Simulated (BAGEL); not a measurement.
# CH3GaOS (SMILES [SH][Ga]1[CH2][O]1): levels of theory compared

Aim: a comparison of 3 runs (HF/3-21G, HF/cc-pVDZ, B3LYP/6-31G*) of CH3GaOS. 

The results are computed with BAGEL 1.2.2.

8 further runs of the same task are left out: 8 that didn't finish.

**1. The molecule**

The species is CH3GaOS (7 atoms), meant as a singlet with charge 0. SMILES: `[SH][Ga]1[CH2][O]1`. The Ga2–C3 distance was set to 2.577 Å, away from the relaxed value.

Bond lengths: S1–Ga2 2.315 Å, C3–O4 1.238 Å, S1–H5 1.518 Å, C3–H6 1.100 Å, C3–H7 1.100 Å. Angles: Ga2–S1–H5 96.9°, O4–C3–H6 121.5°, O4–C3–H7 121.6°, H6–C3–H7 115.1°.

**2. The energy at HF/3-21G (density fitting with qzvpp-jkfit) (run 1)**

Input file job.json:

```json
{ "bagel" : [

{
  "title" : "molecule",
  "basis" : "3-21g",
  "df_basis" : "qzvpp-jkfit",
  "angstrom" : true,
  "geometry" : [
    { "atom" : "S", "xyz" : [   -2.281286,    0.559886,   -1.387640 ] },
    { "atom" : "Ga", "xyz" : [   -0.067716,    1.207336,   -1.182920 ] },
    { "atom" : "C", "xyz" : [    1.147090,   -0.186450,    0.611590 ] },
    { "atom" : "O", "xyz" : [    0.014940,   -0.685060,    0.647800 ] },
    { "atom" : "H", "xyz" : [   -2.247890,   -0.536840,   -0.338640 ] },
    { "atom" : "H", "xyz" : [    1.462220,    0.579370,    1.336190 ] },
    { "atom" : "H", "xyz" : [    1.963930,   -0.652130,    0.039960 ] }
  ]
},
{ "title" : "hf" },
{ "title" : "print", "file" : "orbitals.molden", "orbitals" : true }

]}
```

Launch:

```console
$ BAGEL_NUM_THREADS=1 BAGEL job.json > job.out
```

The log of the run:

```text
* using 1 threads per process

  ===============================================================
  ===============================================================

  *** Geometry ***

  { "atom" : "S", "xyz" : [     -4.311006,      1.058031,     -2.622260 ] },
  { "atom" : "Ga", "xyz" : [     -0.127965,      2.281534,     -2.235395 ] },
  { "atom" : "C", "xyz" : [      2.167686,     -0.352339,      1.155738 ] },
  { "atom" : "O", "xyz" : [      0.028233,     -1.294576,      1.224165 ] },
  { "atom" : "H", "xyz" : [     -4.247896,     -1.014481,     -0.639937 ] },
  { "atom" : "H", "xyz" : [      2.763195,      1.094851,      2.525033 ] },
  { "atom" : "H", "xyz" : [      3.711290,     -1.232347,      0.075513 ] },

  Number of auxiliary basis functions:      600

  Since a DF basis is specified, we compute 2- and 3-index integrals:
    o Being stored without compression. Storage requirement is 0.017 GB

  Number of basis functions:       59
  Number of electrons      :       64

    * METHOD: MOLECULE                             0.27

  *** RHF ***

  === Nuclear Repulsion ===
   293.7419430646

      * DIIS with orbital gradients will be used.

  === RHF iteration (3-21g) ===
      0      -2423.04010506          0.02145672           0.08
      1      -2423.11453484          0.01907748           0.08
      2      -2423.20170857          0.00161872           0.08
      3      -2423.20408763          0.00068717           0.09
      4      -2423.20454498          0.00028136           0.08
      5      -2423.20466805          0.00010652           0.08
      6      -2423.20467852          0.00003264           0.08
      7      -2423.20467938          0.00000949           0.08
      8      -2423.20467947          0.00000547           0.08
      9      -2423.20467948          0.00000151           0.08
     10      -2423.20467949          0.00000049           0.08
     11      -2423.20467949          0.00000025           0.09
     12      -2423.20467949          0.00000010           0.08
     13      -2423.20467949          0.00000004           0.08
     14      -2423.20467949          0.00000002           0.08
     15      -2423.20467949          0.00000001           0.08
    * SCF iteration converged.

    * Permanent dipole moment:
           (   -2.015791,     0.047559,    -0.805761) a.u.

    * METHOD: HF                                   1.51

    * METHOD: PRINT                                0.01

  ===============================================================
```

Wall time 2 s (1 thread of Arm Neoverse V2, shared host); peak memory 0.11 GiB.

**3. A single-point energy at HF/cc-pVDZ (density fitting with qzvpp-jkfit) (run 2)**

Input file input.json:

```json
{ "bagel": [

{
  "title": "molecule",
  "basis": "cc-pvdz.json",
  "df_basis": "qzvpp-jkfit",
  "angstrom": true,
  "geometry": [
    { "atom": "S", "xyz": [   -2.281286,    0.559886,   -1.387640 ] },
    { "atom": "Ga", "xyz": [   -0.067716,    1.207336,   -1.182920 ] },
    { "atom": "C", "xyz": [    1.147090,   -0.186450,    0.611590 ] },
    { "atom": "O", "xyz": [    0.014940,   -0.685060,    0.647800 ] },
    { "atom": "H", "xyz": [   -2.247890,   -0.536840,   -0.338640 ] },
    { "atom": "H", "xyz": [    1.462220,    0.579370,    1.336190 ] },
    { "atom": "H", "xyz": [    1.963930,   -0.652130,    0.039960 ] }
  ]
},
{
  "title": "hf"
},
{
  "title": "print",
  "file": "orbitals.molden",
  "orbitals": true
}

]}
```

The basis set cc-pVDZ is read from a file made from the Basis Set Exchange's data (not shown).

Launch:

```console
$ BAGEL_NUM_THREADS=1 BAGEL input.json > input.out
```

The log of the run:

```text
* using 1 threads per process

  ===============================================================
  ===============================================================

  *** Geometry ***

  { "atom" : "S", "xyz" : [     -4.311006,      1.058031,     -2.622260 ] },
  { "atom" : "Ga", "xyz" : [     -0.127965,      2.281534,     -2.235395 ] },
  { "atom" : "C", "xyz" : [      2.167686,     -0.352339,      1.155738 ] },
  { "atom" : "O", "xyz" : [      0.028233,     -1.294576,      1.224165 ] },
  { "atom" : "H", "xyz" : [     -4.247896,     -1.014481,     -0.639937 ] },
  { "atom" : "H", "xyz" : [      2.763195,      1.094851,      2.525033 ] },
  { "atom" : "H", "xyz" : [      3.711290,     -1.232347,      0.075513 ] },

  Number of auxiliary basis functions:      600

  Since a DF basis is specified, we compute 2- and 3-index integrals:
    o Being stored without compression. Storage requirement is 0.037 GB

  Number of basis functions:       88
  Number of electrons      :       64

    * METHOD: MOLECULE                             0.35

  *** RHF ***

  === Nuclear Repulsion ===
   293.7419430646

      * DIIS with orbital gradients will be used.

  === RHF iteration (cc-pvdz.json) ===
      0      -2434.98285315          0.01361473           0.13
      1      -2435.07872283          0.01435818           0.12
      2      -2435.20675378          0.00209095           0.13
      3      -2435.21250937          0.00067030           0.13
      4      -2435.21322825          0.00022779           0.12
      5      -2435.21338191          0.00008392           0.12
      6      -2435.21340522          0.00002865           0.12
      7      -2435.21340732          0.00001072           0.12
      8      -2435.21340751          0.00000275           0.12
      9      -2435.21340752          0.00000072           0.12
     10      -2435.21340752          0.00000032           0.12
     11      -2435.21340753          0.00000013           0.13
     12      -2435.21340753          0.00000004           0.12
     13      -2435.21340753          0.00000002           0.12
     14      -2435.21340753          0.00000001           0.12
    * SCF iteration converged.

    * Permanent dipole moment:
           (   -1.689686,    -0.040604,    -0.601268) a.u.

    * METHOD: HF                                   2.14

    * METHOD: PRINT                                0.01

  ===============================================================
```

Wall time 2.7 s (1 thread of Arm Neoverse V2, shared host); peak memory 0.16 GiB.

**4. A single-point energy at B3LYP/6-31G(d) (density fitting with qzvpp-jkfit, spherical functions) (run 3)**

Input file input.json:

```json
{ "bagel" : [

{
  "title" : "molecule",
  "basis" : "6-31gs.json",
  "df_basis" : "qzvpp-jkfit",
  "angstrom" : true,
  "geometry" : [
    { "atom" : "S", "xyz" : [      -2.281286,       0.559886,      -1.387640 ] },
    { "atom" : "Ga", "xyz" : [      -0.067716,       1.207336,      -1.182920 ] },
    { "atom" : "C", "xyz" : [       1.147090,      -0.186450,       0.611590 ] },
    { "atom" : "O", "xyz" : [       0.014940,      -0.685060,       0.647800 ] },
    { "atom" : "H", "xyz" : [      -2.247890,      -0.536840,      -0.338640 ] },
    { "atom" : "H", "xyz" : [       1.462220,       0.579370,       1.336190 ] },
    { "atom" : "H", "xyz" : [       1.963930,      -0.652130,       0.039960 ] }
  ]
},

{ "title" : "ks", "xc_func" : "b3lyp", "charge" : 0 },

{ "title" : "print", "file" : "orbitals.molden", "orbitals" : true }

]}
```

The basis set 6-31G* is read from a file made from the Basis Set Exchange's data (not shown).

Launch:

```console
$ BAGEL_NUM_THREADS=1 BAGEL input.json > input.out
```

The log of the run:

```text
* using 1 threads per process

  ===============================================================
  ===============================================================

  *** Geometry ***

  { "atom" : "S", "xyz" : [     -4.311006,      1.058031,     -2.622260 ] },
  { "atom" : "Ga", "xyz" : [     -0.127965,      2.281534,     -2.235395 ] },
  { "atom" : "C", "xyz" : [      2.167686,     -0.352339,      1.155738 ] },
  { "atom" : "O", "xyz" : [      0.028233,     -1.294576,      1.224165 ] },
  { "atom" : "H", "xyz" : [     -4.247896,     -1.014481,     -0.639937 ] },
  { "atom" : "H", "xyz" : [      2.763195,      1.094851,      2.525033 ] },
  { "atom" : "H", "xyz" : [      3.711290,     -1.232347,      0.075513 ] },

  Number of auxiliary basis functions:      600

  Since a DF basis is specified, we compute 2- and 3-index integrals:
    o Being stored without compression. Storage requirement is 0.034 GB

  Number of basis functions:       84
  Number of electrons      :       64

    * METHOD: MOLECULE                             0.37

  *** Kohn-Sham DFT ***

    * Removing 11742 points whose weight is below 1.00e-10
    * Grid points: 92600

  === Nuclear Repulsion ===
   293.7419430646

       - DIIS with orbital gradients will be used.

  === KS iteration (b3lyp / 6-31gs.json) ===
      0      -2346.54814085          0.10497161           0.42
      1      -2106.97122940          0.21039776           0.39
      2      -2291.48784833          0.09327155           0.39
      3      -2171.61594815          0.20359505           0.39
      4      -2195.28651703          0.20316425           0.38
      5      -2184.32535642          0.19818330           0.39
      6      -2277.58840487          0.22749227           0.39
      7      -2182.80636858          0.20010399           0.39
      8      -2293.81058796          0.10013164           0.39
      9      -2318.92626829          0.18883542           0.39
[... 34 lines of this table left out ...]
     44      -2437.93515961          0.00000005           0.38
     45      -2437.93515961          0.00000002           0.37
     46      -2437.93515961          0.00000001           0.39
     47      -2437.93515961          0.00000000           0.39
    * SCF iteration converged.

    * Permanent dipole moment:
           (   -1.367568,    -0.087124,    -0.434573) a.u.

    * METHOD: KS                                  18.96

    * METHOD: PRINT                                0.01

  ===============================================================
```

Wall time 20 s (1 thread of Arm Neoverse V2, shared host); peak memory 0.43 GiB.

**5. The series**

| run | level | energy (Eh) | dipole moment (D) | HOMO energy (eV) | LUMO energy (eV) | wall time |
| --- | --- | --- | --- | --- | --- | --- |
| 1 | HF/3-21G (density fitting with qzvpp-jkfit) | -2423.204679 | 5.52 | -8.25 | 1.13 | 2 s |
| 2 | HF/cc-pVDZ (density fitting with qzvpp-jkfit) | -2435.213408 | 4.56 | -8.35 | 1.26 | 2.7 s |
| 3 | B3LYP/6-31G* (density fitting with qzvpp-jkfit, spherical functions) | -2437.935160 | 3.65 | -6.40 | -2.47 | 20 s |

**6. Outcome**

| quantity | value |
| --- | --- |
| run 3: total energy | -2437.93516 Eh |
| run 3: dipole moment | 3.65 D |
| run 3: HOMO energy | -6.40 eV |
| run 3: LUMO energy | -2.47 eV |
| run 3: HOMO–LUMO gap | 3.93 eV |

**Reading.** The dipole moment (its size) runs from 3.65 D (B3LYP/6-31G*) to 5.52 D (HF/3-21G). The two ends differ in method and basis. The HOMO–LUMO gap runs from 3.93 eV (B3LYP/6-31G*) to 9.61 eV (HF/cc-pVDZ). All runs together took 24 s, the longest 20 s.
